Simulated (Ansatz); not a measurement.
**ScHO (triplet): geometry optimisation**

Aim: relax a generated start of ScHO (triplet) and see which bonds hold.

Program: Ansatz 0.2.0, Gaussian basis. Level of theory: UKS PBE0/def2-TZVP. These are calculated values, not measurements.

### 1 The starting structure

3 atoms, charge 0, spin multiplicity 3.

Atoms are counted from 1 here; the program's logs count them from 0.

Bond lengths: Sc1–O2 1.904 Å, O2–H3 0.962 Å. Angles: Sc1–O2–H3 141.2°.

Geometry (Å):

```xyz
3

Sc   -1.5031   -0.2959   -0.0014
O     0.3967   -0.1766    0.0015
H     1.1064    0.4725   -0.0002
```

The start was built by rule and, where that kept it together, relaxed with GFN2-xTB. Sticks and bond lists go by distance. 

### 2 The run

in.yaml

```yaml
crystal:
  periodic: [false, false, false]
  atoms:
    - {symbol: Sc, position_ang: [-1.503111, -0.295921, -0.001368]}
    - {symbol: O, position_ang: [0.396673, -0.176560, 0.001543]}
    - {symbol: H, position_ang: [1.106437, 0.472481, -0.000175]}
basis:
  gaussian: {orbitals: def2-TZVP}
magnetization: {spin_polarized: true, initial_magnetization: 2}
hamiltonian: {xc: pbe0}
relax: {f_tol: 0.004, max_steps: 80}
```

The run is started by

```bash
ansatz run in.yaml --threads 1 --pin off --events-out ev --progress --plain --max-ram 2176MiB
```

What does the calculation give? Wanted: energy gained; shift from the start; total energy; dipole moment; ⟨S²⟩.

The runs gave:

| quantity | value |
| --- | --- |
| steps | 9 |
| energy gained | 0.056 eV |
| shift from the start (rms) | 0.199 Å |
| total energy | -22756.4320 eV |
| dipole moment | 0.82 D |
| ⟨S²⟩ | 2.002 |

In words: The bonds of the start are those of the end. Sc1–O2 went from 1.904 to 1.859 Å. No vibrations were run, so this is a stationary point, not a proven minimum, and this spin need not be the ground state's.
